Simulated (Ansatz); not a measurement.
# Cs3Al: the cost of one run

Program: Ansatz 0.2.0. Level of theory: DFT r2SCAN, scalar-relativistic, plane waves, PAW. These are calculated values, not measurements.

## (1) The structure to begin with

The structure is cubic, space group Pm-3m (No. 221). Conventional cell: a = 5.289 Å, b = 5.289 Å, c = 5.289 Å, α = 90.00°, β = 90.00°, γ = 90.00°. Around Cs (site symmetry 4/mmm) lie 8 Cs at 3.74 Å and 4 Al at 3.74 Å. Around Al (site symmetry m-3m) lie 12 Cs at 3.74 Å.

As a file:

```cif
data_structure
_symmetry_space_group_name_H-M 'P 1'
_symmetry_Int_Tables_number 1
_cell_length_a 5.2893
_cell_length_b 5.2893
_cell_length_c 5.2893
_cell_angle_alpha 90.000
_cell_angle_beta 90.000
_cell_angle_gamma 90.000
_cell_volume 147.98
loop_
_atom_site_label
_atom_site_type_symbol
_atom_site_fract_x
_atom_site_fract_y
_atom_site_fract_z
_atom_site_occupancy
Cs1 Cs 0.00000 0.50000 0.50000 1
Cs2 Cs 0.50000 0.00000 0.50000 1
Cs3 Cs 0.50000 0.50000 0.00000 1
Al1 Al 0.00000 0.00000 0.00000 1
```

(A quick probe on a coarse mesh, which set the mesh and smearing, is not shown.)

## (3) Rough relaxation on the coarse mesh

File input.yaml:

```yaml
crystal:
  lattice:
    - [5.2893095062, 0.0, 0.0]
    - [0.0, 5.2893095062, 0.0]
    - [0.0, 0.0, 5.2893095062]
  atoms:
    - { symbol: Cs, position: [0.0, 0.5, 0.5] }
    - { symbol: Cs, position: [0.5, 0.0, 0.5] }
    - { symbol: Cs, position: [0.5, 0.5, 0.0] }
    - { symbol: Al, position: [0.0, 0.0, 0.0] }
basis:
  ecutwfc: 500
kpoints:
  mp_grid: { grid: [4, 4, 4] }
hamiltonian:
  xc: r2scan
scf:
  occupations: { method: gaussian, width: 0.1 }
  lower_state_search: "off"
output:
  forces: true
  stress: true
  eigenvalues: true
relax:
  adjacent_minimum: "off"
  f_tol: 0.04
  max_steps: 70
  cell: { stress_tol: 0.4 }
```

Command:

```sh
$ ansatz run input.yaml --threads 1 --pin off --max-ram 2560MiB --backend cpu --events-out ev --progress --plain --runs-dir out
```

Q: Estimate wall time and peak memory on 1 thread of Intel Xeon 6975P-C (Granite Rapids), shared host.

About 23 s, with a peak of 0.95 GiB.
